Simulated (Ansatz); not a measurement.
# C3H12BNSi: how energies converge with the basis set

An exercise on one series of results from a longer session: the logs are not shown, and one member is left open.

Computed with Ansatz 0.2.0, Gaussian basis. Level: one geometry, several basis sets.

Plan: PBE0-D4/def2-SVP; ωB97M-V/def2-SVP; PBE0-D4/def2-QZVPP; ωB97M-V/def2-QZVPP; the functionals' def2-TZVPP values are taken from earlier runs.

## Structure used throughout

The geometry comes from an earlier relaxation with PBE0-D4 in a triple-zeta def2 set; it is a stationary point, not always the lowest conformer.

18 atoms, charge 0, spin multiplicity 1.

Atoms are counted from 1 here; the program's logs count them from 0.

Bond lengths: B1–N2 1.394 Å, B1–H7 1.197 Å, B1–H8 1.201 Å, N2–C3 1.467 Å, N2–Si5 1.755 Å, C3–C4 1.516 Å, C3–H9 1.097 Å, C3–H10 1.093 Å, C4–H11 1.092 Å, C4–H12 1.093 Å, C4–H13 1.092 Å, Si5–C6 1.857 Å, Si5–H14 1.491 Å, Si5–H15 1.491 Å, C6–H16 1.092 Å, C6–H17 1.094 Å, C6–H18 1.091 Å. Angles: N2–B1–H7 120.1°, N2–B1–H8 119.2°, H7–B1–H8 120.7°, B1–N2–C3 120.5°, B1–N2–Si5 124.2°, C3–N2–Si5 115.3°, N2–C3–C4 112.4°, N2–C3–H9 109.2°, N2–C3–H10 108.5°, C4–C3–H9 109.9°, C4–C3–H10 110.0°, H9–C3–H10 106.6°, C3–C4–H11 110.3°, C3–C4–H12 110.7°, C3–C4–H13 111.2°, H11–C4–H12 108.3°, H11–C4–H13 108.1°, H12–C4–H13 108.2° and more.

The first run:

in.yaml

```yaml
crystal:
  periodic: [false, false, false]
  atoms:
    - {symbol: B, position_ang: [-0.457188, -1.549408, -0.700040]}
    - {symbol: N, position_ang: [0.228491, -0.470262, -0.145742]}
    - {symbol: C, position_ang: [1.473606, 0.011934, -0.753766]}
    - {symbol: C, position_ang: [1.228301, 1.063762, -1.818202]}
    - {symbol: Si, position_ang: [-0.282376, 0.386704, 1.298684]}
    - {symbol: C, position_ang: [-1.939327, -0.174798, 1.922041]}
    - {symbol: H, position_ang: [-1.485703, -1.921311, -0.212934]}
    - {symbol: H, position_ang: [-0.000654, -2.099640, -1.664903]}
    - {symbol: H, position_ang: [2.124283, 0.418967, 0.029849]}
    - {symbol: H, position_ang: [2.001048, -0.841949, -1.185769]}
    - {symbol: H, position_ang: [0.628191, 0.647863, -2.630590]}
    - {symbol: H, position_ang: [2.174023, 1.417699, -2.235897]}
    - {symbol: H, position_ang: [0.694810, 1.923593, -1.407050]}
    - {symbol: H, position_ang: [0.768785, 0.190133, 2.337379]}
    - {symbol: H, position_ang: [-0.309658, 1.844367, 0.987939]}
    - {symbol: H, position_ang: [-2.717856, -0.028567, 1.171028]}
    - {symbol: H, position_ang: [-2.202371, 0.410696, 2.807405]}
    - {symbol: H, position_ang: [-1.926405, -1.229796, 2.200568]}
basis:
  gaussian: {orbitals: def2-SVP}
hamiltonian: {xc: pbe0, dispersion: d4}
output: {orbitals: {seedname: orbitals}}
```

Started as:

```
> ansatz run in.yaml --threads 8 --pin off --events-out ev --progress --plain --max-ram 18278MiB
```

Among the steps run: PBE0-D4 in def2-SVP; ωB97M-V in def2-SVP; PBE0-D4 in def2-QZVPP; ωB97M-V in def2-QZVPP.

One table of the session follows, with a row left open; its other results are not shown here.

It belongs to the step «Functionals by basis». 

```
functional       basis  HOMO (eV)  LUMO (eV)
   PBE0-D4    def2-SVP      -7.73       0.14
   PBE0-D4  def2-TZVPP      -7.77      -0.10
   PBE0-D4  def2-QZVPP          ?          ?
   ωB97M-V    def2-SVP     -10.00       2.14
   ωB97M-V  def2-TZVPP     -10.06       1.67
   ωB97M-V  def2-QZVPP     -10.06       1.37
```

Estimate the missing values for PBE0-D4, def2-QZVPP.

The run gave: HOMO (eV): -7.78; LUMO (eV): -0.18. In the column «HOMO (eV)» it lies between ωB97M-V, def2-SVP (-10.00) and PBE0-D4, def2-TZVPP (-7.77).
